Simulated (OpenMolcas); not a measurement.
# One shape, several levels: SnSiH4ClF (SMILES [F][SnH]([SiH3])[Cl])

We compute a comparison of 6 runs (HF/STO-3G, BHLYP/def2-SVP, PBE0/def2-SVP, TPSS/def2-SVP, MP2/def2-SVP, CCSD(T)/def2-SVP) of SnSiH4ClF. 

Program for the calculation: OpenMolcas 26.06.

## Step 1: The molecule

SnSiH4ClF: 8 atoms, total charge 0, spin state singlet. SMILES: `[F][SnH]([SiH3])[Cl]`. Geometry: relaxed at PBE0-D4/def2-TZVP.

Bond lengths: F1–Sn2 1.922 Å, Sn2–Si3 2.562 Å, Sn2–Cl4 2.326 Å, Sn2–H5 1.703 Å, Si3–H6 1.483 Å, Si3–H7 1.483 Å, Si3–H8 1.481 Å. Some angles: F1–Sn2–Si3 106.4°, F1–Sn2–Cl4 104.0°, Si3–Sn2–Cl4 108.4°, F1–Sn2–H5 104.3°, Si3–Sn2–H5 125.0°, Cl4–Sn2–H5 106.7°, Sn2–Si3–H6 108.7°, Sn2–Si3–H7 107.9°, Sn2–Si3–H8 107.4°, H6–Si3–H7 110.5°.

## Step 2: Energy and gradient at HF/STO-3G (run 1)

Input file input.xyz:

```xyz
8

F     -2.164400     1.207300     0.065000
Sn    -0.491100     0.743900    -0.760400
Si     0.772400    -0.710700     0.928600
Cl    -1.103700    -0.588800    -2.566200
H      0.081000     2.212200    -1.406000
H      1.077500     0.107800     2.127500
H      2.025400    -1.174900     0.284900
H     -0.104900    -1.854000     1.270900
```

Input file test.input:

```
* ClFH4SiSn Hartree-Fock

&GATEWAY
 BasLib=$CurrDir
 Coord=input.xyz
 Basis=STO-3G
 Group=NoSym

&SEWARD

&SCF
 Thresholds=1e-10 1e-07 1e-07 1e-05
 PrOrbitals=1 1

&ALASKA
```

The basis set STO-3G is read from a file made from the Basis Set Exchange's data (not shown).

Command:

```bash
$ export MOLCAS_MEM=1860
$ pymolcas test.input > test.log
```

What it wrote:

```text
--- Start Module: gateway ---
[...]
--- Stop Module: gateway /rc=_RC_ALL_IS_WELL_ ---
[...]
      Basis functions           54
[...]
--- Start Module: scf ---
[...]
       Convergence after  11 Iterations
[...]
::    Total SCF energy                              -6803.9522991536
[...]
      Total spin, S                                     0.0000000000
[...]
      Total electronic charge=   94.000000
      Total            charge=   -0.000000
[...]
      Dipole Moment (debye):
      Origin of the operator (angstrom)=   -0.5532    0.3446   -0.7354
                   X=  2.7988E+00               Y=  1.1813E+00               Z=  2.7279E+00           Total=  4.0829E+00
      Quadrupole Moment (debye*angstrom):
[...]
 *              Molecular gradients               *
 **************************************************
  Irreducible representation: a
 ------------------------------------------------------------------------------------------
                              X                       Y                       Z
 ------------------------------------------------------------------------------------------
  F1               -1.38303456440383E-02    4.93657537335501E-03    8.95610179357931E-03
  SN2               1.03484229854445E-02   -2.00240072920863E-02   -8.90048693540324E-03
  SI3              -7.87321048076706E-03    1.12075542638479E-03    6.57076078081076E-04
  CL4              -7.58869486839231E-04   -1.12081996849511E-03   -4.51884748230214E-04
  H5                2.93051977690961E-03    2.39838068264469E-02   -9.74034326773676E-03
  H6                5.11970444730947E-03    2.05698395296330E-02    2.37382734692346E-02
  H7                2.53219924515742E-02   -6.90497467410145E-03   -1.85138273980407E-02
  H8               -2.12582140497162E-02   -2.25611752211163E-02    4.25509100856525E-03
[...]
```

It took 5.7 s on 1 thread of Intel Xeon Platinum 8259CL at 2.50GHz (Skylake/Cascade Lake), shared host; peak memory 0.39 GiB.

## Step 3: Energy and gradient at BHLYP/def2-SVP (core potential) (run 2)

Input file job.input:

```
&GATEWAY
 BASLIB
 $CurrDir
 COORD
 8
 angstrom
 F       -2.164400       1.207300       0.065000
 Sn      -0.491100       0.743900      -0.760400
 Si       0.772400      -0.710700       0.928600
 Cl      -1.103700      -0.588800      -2.566200
 H        0.081000       2.212200      -1.406000
 H        1.077500       0.107800       2.127500
 H        2.025400      -1.174900       0.284900
 H       -0.104900      -1.854000       1.270900
 BASIS
 def2-SVP
 GROUP
 NoSym

&SEWARD
 GRIDINPUT
 Grid=UltraFine
 End of Grid

&SCF
 KSDFT
 HYB_GGA_XC_BHANDHLYP
 THRESHOLDS
 1e-10 1e-07 1e-07 1e-05
 PRORBITALS
 0

&ALASKA
```

The basis set def2-SVP is read from a file made from the Basis Set Exchange's data (not shown).

Command:

```bash
$ export MOLCAS_MEM=1860
$ pymolcas job.input > job.log
```

What it wrote:

```text
--- Start Module: gateway ---
[...]
--- Stop Module: gateway /rc=_RC_ALL_IS_WELL_ ---
[...]
      Basis functions           96
[...]
--- Start Module: scf ---
[...]
       Convergence after  13 Iterations
[...]
::    Total KS-DFT energy                           -1065.8710021473
[...]
      Total spin, S                                     0.0000000000
[...]
      Total electronic charge=   66.000000
      Total            charge=   -0.000000
[...]
      Dipole Moment (debye):
      Origin of the operator (angstrom)=   -0.5532    0.3446   -0.7354
                   X=  3.6004E+00               Y= -6.5720E-03               Z=  1.4329E+00           Total=  3.8751E+00
      Quadrupole Moment (debye*angstrom):
[...]
 *              Molecular gradients               *
 **************************************************
  Irreducible representation: a
 ------------------------------------------------------------------------------------------
                              X                       Y                       Z
 ------------------------------------------------------------------------------------------
  F1                4.60370070450367E-03   -1.45862751789405E-03   -2.16670455168355E-03
  SN2              -5.21070425407189E-03   -4.14605474860075E-03   -2.10896217460288E-03
  SI3              -1.57357738846642E-03    9.99365461913371E-04   -1.68158124564499E-03
  CL4               1.99779247414256E-03    4.28530233223157E-03    5.98192659385788E-03
  H5               -7.03825673493697E-05    5.21169880856931E-04   -4.56192473123451E-04
  H6                1.98828194831080E-04    1.42487939128877E-03    1.33358896819313E-03
  H7                1.42193063671048E-03   -2.95270760654498E-04   -1.15306296901507E-03
  H8               -1.36758780018464E-03   -1.33076403919574E-03    2.50987852084661E-04
[...]
```

Run time: 40 s. Hardware: 1 thread of Intel Xeon Platinum 8259CL at 2.50GHz (Skylake/Cascade Lake), shared host; peak memory 0.53 GiB.

## Step 4: Energy and forces at PBE0/def2-SVP (core potential) (run 3)

Input file mol.input:

```
>>> EXPORT MOLCAS_PRINT=2

&GATEWAY
  BasLib=$CurrDir
  Coord
  8
  bohr
  F     -4.09012322     2.28146635     0.12283220
  Sn    -0.92804450     1.40576726    -1.43694775
  Si     1.45962446    -1.34302836     1.75479968
  Cl    -2.08569072    -1.11267074    -4.84941518
  H      0.15306782     4.18045213    -2.65695493
  H      2.03617990     0.20371248     4.02039233
  H      3.82745129    -2.22023922     0.53838297
  H     -0.19823227    -3.50355224     2.40165293
  Basis=def2-SVP
  Group=NoSym

&SEWARD
  GridInput
  Grid=UltraFine
  End of Grid

&SCF
  KSDFT=PBE0
  Thresholds=1e-10 1e-07 1e-07 1e-05
  PrOrbitals=1

&ALASKA
```

The basis set def2-SVP is read from a file made from the Basis Set Exchange's data (not shown).

Command:

```bash
$ export MOLCAS_MEM=1860
$ pymolcas mol.input > mol.log
```

What it wrote:

```text
--- Start Module: gateway ---
[...]
--- Stop Module: gateway /rc=_RC_ALL_IS_WELL_ ---
[...]
      Basis functions           96
[...]
--- Start Module: scf ---
[...]
       Convergence after  15 Iterations
[...]
::    Total KS-DFT energy                           -1065.6148233014
[...]
      Total spin, S                                     0.0000000000
[...]
      Total electronic charge=   66.000000
      Total            charge=   -0.000000
[...]
      Dipole Moment (debye):
      Origin of the operator (angstrom)=   -0.5532    0.3446   -0.7354
                   X=  3.3810E+00               Y=  4.2815E-02               Z=  1.4093E+00           Total=  3.6632E+00
      Quadrupole Moment (debye*angstrom):
[...]
 *              Molecular gradients               *
 **************************************************
  Irreducible representation: a
 ------------------------------------------------------------------------------------------
                              X                       Y                       Z
 ------------------------------------------------------------------------------------------
  F1                9.17913326781772E-03   -2.68200795373552E-03   -4.51210582183492E-03
  SN2              -8.91777877392386E-03   -9.45566628827166E-04   -1.89777500892419E-03
  SI3               7.23240525122293E-04   -1.57251459931729E-03    1.77447732409419E-03
  CL4               1.88733650010775E-03    4.71278908410966E-03    6.28991782197019E-03
  H5               -1.11780672226236E-03   -1.73552500045382E-03    7.35674563952404E-04
  H6               -7.11547380075395E-04   -1.30514892651235E-03   -2.49775280195408E-03
  H7               -2.59057105094662E-03    1.17856028133234E-03    9.43416812324349E-04
  H8                1.54799363397906E-03    2.34941374350228E-03   -8.35852889747857E-04
[...]
```

It took 43 s on 1 thread of Intel Xeon Platinum 8259CL at 2.50GHz (Skylake/Cascade Lake), shared host; peak memory 0.53 GiB.

Runs 4 to 5 aren't shown in full; the table further down has their settings and results.

## Step 5: The energy at CCSD(T)/def2-SVP (Cholesky decomposition, core potential) (run 6)

Input file test.input:

```
&GATEWAY
  BasLib = $CurrDir
  Coord
  8
  angstrom
  F       -2.164400       1.207300       0.065000
  Sn      -0.491100       0.743900      -0.760400
  Si       0.772400      -0.710700       0.928600
  Cl      -1.103700      -0.588800      -2.566200
  H        0.081000       2.212200      -1.406000
  H        1.077500       0.107800       2.127500
  H        2.025400      -1.174900       0.284900
  H       -0.104900      -1.854000       1.270900
  Basis = def2-SVP
  Group = NoSym

&SEWARD
  High

&SCF
  Thresholds = 1e-10 1e-07 1e-07 1e-05
  PrOrbitals = 1 2

&CHCC
  Frozen = 15
  Threshold = 1e-08
  MaxIterations = 80

&CHT3
  Frozen = 15
```

The basis set def2-SVP is read from a file made from the Basis Set Exchange's data (not shown).

Command:

```bash
$ export MOLCAS_MEM=1860
$ pymolcas test.input > test.log
```

What it wrote:

```text
--- Start Module: gateway ---
[...]
--- Stop Module: gateway /rc=_RC_ALL_IS_WELL_ ---
[...]
      Basis functions           96
[...]
       Convergence after  13 Iterations
[...]
::    Total SCF energy                              -1063.2948686187
[...]
      Total spin, S                                     0.0000000000
[...]
      Total electronic charge=   66.000000
      Total            charge=   -0.000000
[...]
      Dipole Moment (debye):
      Origin of the operator (angstrom)=   -0.5532    0.3446   -0.7354
                   X=  3.8553E+00               Y=  4.5893E-02               Z=  1.4859E+00           Total=  4.1320E+00
      Quadrupole Moment (debye*angstrom):
[...]
--- Start Module: chcc ---
[...]
--- Stop Module: chcc /rc=_RC_ALL_IS_WELL_ ---
[...]
--- Start Module: cht3 ---
[...]
--- Stop Module: cht3 /rc=_RC_ALL_IS_WELL_ ---
[...]
```

Wall time 9 min (1 thread of Intel Xeon Platinum 8259CL at 2.50GHz (Skylake/Cascade Lake), shared host); peak memory 0.15 GiB.

## Step 6: All runs side by side

| run | level | integration grid | task | energy (Eh) | dipole moment (D) of the reference | HOMO energy (eV) | LUMO energy (eV) | wall time |
| --- | --- | --- | --- | --- | --- | --- | --- | --- |
| 1 | HF/STO-3G | – | gradient | -6803.952299 | 4.08 | -8.54 | 7.82 | 5.7 s |
| 2 | BHLYP/def2-SVP (core potential) | UltraFine | gradient | -1065.871002 | 3.88 | -9.41 | -0.06 | 40 s |
| 3 | PBE0/def2-SVP (core potential) | UltraFine | gradient | -1065.614823 | 3.66 | -8.33 | -1.01 | 43 s |
| 4 | TPSS/def2-SVP (core potential) | UltraFine | gradient | -1065.955549 | 3.44 | -7.21 | -1.74 | 62 s |
| 5 | MP2/def2-SVP (core potential) | – | energy | -1063.822403 | 4.13 | -11.14 | 2.16 | 12 s |
| 6 | CCSD(T)/def2-SVP (Cholesky decomposition, core potential) | – | energy | -1063.882194 | 4.13 | -11.14 | 2.16 | 9 min |

## Step 7: Outcome

| quantity | value |
| --- | --- |
| run 6: total energy | -1063.88219 Eh |
| run 6: dipole moment (mean-field density) | 4.13 D |
| run 6: HOMO energy (Hartree–Fock orbitals) | -11.14 eV |
| run 6: LUMO energy (Hartree–Fock orbitals) | 2.16 eV |
| run 6: HOMO–LUMO gap (Hartree–Fock orbitals) | 13.30 eV |
| run 6: correlation energy (15 core orbitals frozen) | -587.3 mEh |
| run 6: (T) correction | -12.16 mEh |

What this shows: Over runs 1, 2, 3, 4 the dipole moment (its size) runs from 3.44 D (TPSS/def2-SVP) to 4.08 D (HF/STO-3G). The two ends differ in method and basis and core potential. Over runs 1, 2, 3, 4 the HOMO–LUMO gap runs from 5.46 eV (TPSS/def2-SVP) to 16.36 eV (HF/STO-3G). Totals of different functionals can't be ranked against each other. Some runs of one species differ in core potentials or relativity; totals across that change don't compare. In run 1 the basis is minimal, so the values are rough. In run 1 relativity is left out where basis or elements ask for it. All runs together took 12 min, the longest 9 min.
